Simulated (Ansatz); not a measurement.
# MgBr (SMILES [Mg][Br]): UCCSD(T)/aug-cc-pVTZ

What is the vertical ionisation energy of MgBr at UCCSD(T)/aug-cc-pVTZ? 

The calculation is run with Ansatz 0.2.0.

18 further runs of the same task are left out: 18 set aside as unsound or not needed. Runs told in other sessions of the task aren't counted.

## Step 1: Starting point

The species is MgBr (2 atoms), meant as a doublet with charge 0. As SMILES, `[Mg][Br]`. The coordinates come from a PBE0-D4/def2-TZVP relaxation.

Bond lengths: Mg1–Br2 2.369 Å.

## Step 2: A single-point energy at UCCSD(T)/aug-cc-pVTZ

Input file molecule.yaml:

```yaml
crystal:
  periodic: [false, false, false]
  atoms:
    - {symbol: Mg, position_ang: [-0.994600, 0.306400, -0.519100]}
    - {symbol: Br, position_ang: [1.024100, -0.366500, 0.523200]}
basis:
  gaussian: {orbitals: aug-cc-pVTZ}
magnetization: {spin_polarized: true, initial_magnetization: 1}
accuracy: high
scf: {omitted_lower_state_checks: [cluster_reference, increment]}
correlation: {method: ccsd_t, frozen_orbitals: {Br: 9, Mg: 1}}
```

Command:

```
ansatz run molecule.yaml --threads 1 --pin off --max-ram 2610MiB --events-out events.jsonl --progress --plain --runs-dir runs
```

What it wrote, shortened:

```text
Warning: RAYON_NUM_THREADS=1 ignored (pool sized by the plan → 1); use --threads N
Functional definition: HF
  name "HF"
[...]
1358 factors; integrals over basis functions are off by at most 4.3e-9 eV
[...]
mean field -75434.07292111 eV, -2772.1510487997 hartree, gradient 7.0e-8 eV, S^2 0.751311; 0 other end points of the search recorded, 0 dependent functions left out
10 core orbitals not correlated: weight in the atoms' cores, before any rotation towards them, 1.000 or more for the frozen orbitals, at most 0.000 for the correlated occupied ones
reference -75434.07292111 eV, -2772.1510487997 hartree; 14, 13 occupied and 85, 86 virtual orbitals, 1358 factors
second order -7.36175226 eV of doubles, -0.00000000 eV of singles
cycle   1  -7.48238386 eV  change   -1.2e-1 eV  update   4.9e-2
[...]
cycle  21  -7.65810734 eV  change  -1.6e-10 eV  update   1.2e-9
perturbative correction -0.29795127 eV, -0.0109495072 hartree
Total energy: -75442.02897971 eV, -2772.4434285606 hartree
Checks for a lower state left out: cluster_reference, increment
```

Wall time 66 s (1 thread of Arm Neoverse V1, shared host); peak memory 1.2 GiB.

## Step 3: The singlet cation at the same level

Input file in.yaml:

```yaml
crystal:
  periodic: [false, false, false]
  atoms:
    - {symbol: Mg, position_ang: [-0.994600, 0.306400, -0.519100]}
    - {symbol: Br, position_ang: [1.024100, -0.366500, 0.523200]}
basis:
  gaussian:
    orbitals: aug-cc-pVTZ
total_charge: 1
correlation:
  method: ccsd_t
  frozen_orbitals: {Br: 9, Mg: 1}
accuracy: high
scf:
  omitted_lower_state_checks: [cluster_reference, increment]
```

Command:

```
ansatz run in.yaml --threads 1 --pin off --max-ram 2610MiB --events-out events.jsonl --progress --plain --runs-dir runs
```

What it wrote, shortened:

```text
Warning: RAYON_NUM_THREADS=1 ignored (pool sized by the plan → 1); use --threads N
[... 2 set-up lines as earlier in the session ...]
[...]
1359 factors; integrals over basis functions are off by at most 4.3e-9 eV
[...]
mean field -75426.50627916 eV, -2771.8729798369 hartree, gradient 1.0e-7 eV, S^2 0.000000; 0 other end points of the search recorded, 0 dependent functions left out
10 core orbitals not correlated: weight in the atoms' cores, before any rotation towards them, 1.000 or more for the frozen orbitals, at most 0.000 for the correlated occupied ones
reference -75426.50627916 eV, -2771.8729798369 hartree; 13, 13 occupied and 86, 86 virtual orbitals, 1359 factors
second order -7.30081308 eV of doubles, -0.00000000 eV of singles
cycle   1  -7.39049347 eV  change   -9.0e-2 eV  update   5.4e-2
[...]
cycle  20  -7.57039502 eV  change    1.4e-9 eV  update   1.6e-9
perturbative correction -0.30535496 eV, -0.0112215879 hartree
Total energy: -75434.38202914 eV, -2772.1624083103 hartree
Checks for a lower state left out: cluster_reference, increment
```

Wall time 20 s (1 thread of Arm Neoverse V1, shared host); peak memory 0.55 GiB.

## Step 4: What came out

Level: UCCSD(T)/aug-cc-pVTZ, 10 core orbitals frozen.

| quantity | value |
| --- | --- |
| doublet MgBr: total energy | -2772.44343 Eh |
| doublet MgBr: correlation energy (10 core orbitals frozen) | -292.4 mEh |
| doublet MgBr: (T) correction | -10.95 mEh |
| doublet MgBr: ⟨S²⟩ of the reference determinant | 0.751 |
| doublet MgBr: T1 diagnostic | 0.008 |
| singlet cation: total energy | -2772.16241 Eh |
| singlet cation: correlation energy (10 core orbitals frozen) | -289.4 mEh |
| singlet cation: (T) correction | -11.22 mEh |
| singlet cation: T1 diagnostic | 0.008 |
| vertical ionisation energy (to the singlet cation) | 7.647 eV |

In words: The vertical ionisation energy comes to 7.65 eV (738 kJ/mol). Only the singlet of the ionised species was computed; a triplet could lie lower. The triples (doublet MgBr) make up 3.7 % of the correlation energy. The triples (singlet cation) make up 3.9 % of the correlation energy.
